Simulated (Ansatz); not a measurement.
# Si3N2: the cost of one run

Method: DFT PBE, scalar-relativistic, plane waves, PAW, in Ansatz 0.2.0.

## (1) The system as given

The structure is tetragonal, space group P4mm (No. 99). The conventional cell has a = 3.086 Å, b = 3.086 Å, c = 6.679 Å, α = 90.00°, β = 90.00°, γ = 90.00°. Si (site symmetry 2mm) is surrounded by 2 Si at 1.57 Å. Si (site symmetry 4mm) is surrounded by 4 Si at 1.57 Å. N (site symmetry 2mm) is surrounded by 4 N at 2.18 Å.

As a file:

```
CELL_PARAMETERS angstrom
3.08637 0.00000 0.00000
0.00000 3.08637 0.00000
0.00000 0.00000 6.67886
ATOMIC_POSITIONS crystal
Si 0.50000 0.00000 0.25992
Si 0.00000 0.50000 0.25992
Si 0.50000 0.50000 0.30433
N 0.50000 0.00000 0.85157
N 0.00000 0.50000 0.85157
```

A structure generator made this guess: random cell by space group and Wyckoff sites (P4mm, No. 99). Lengths come from tabulated atomic sizes and are only a guess.

## (2) A first look at the guess

The input, input.yaml:

```yaml
crystal:
  lattice:
    - [3.08637019, 0.0, 0.0]
    - [0.0, 3.08637019, 0.0]
    - [0.0, 0.0, 6.67885767]
  atoms:
    - { symbol: Si, position: [0.5, 0.0, 0.25991748] }
    - { symbol: Si, position: [0.0, 0.5, 0.25991748] }
    - { symbol: Si, position: [0.5, 0.5, 0.30432875] }
    - { symbol: "N", position: [0.5, 0.0, 0.8515719] }
    - { symbol: "N", position: [0.0, 0.5, 0.8515719] }
basis:
  ecutwfc: 420
kpoints:
  mp_grid: { grid: [6, 6, 4] }
hamiltonian:
  xc: pbe
scf:
  occupations: { method: gaussian, width: 0.1 }
  lower_state_search: "off"
output:
  forces: true
  stress: true
  eigenvalues: true
```

Run with:

```sh
$ ansatz run input.yaml --threads 1 --pin off --max-ram 2560MiB --backend cpu --events-out ev --progress --plain --runs-dir out
```

Q: Estimate wall time and peak memory on 1 thread of Intel Xeon at 2.50GHz (Skylake/Cascade Lake), shared host.

About 7.2 s, with a peak of 0.35 GiB.
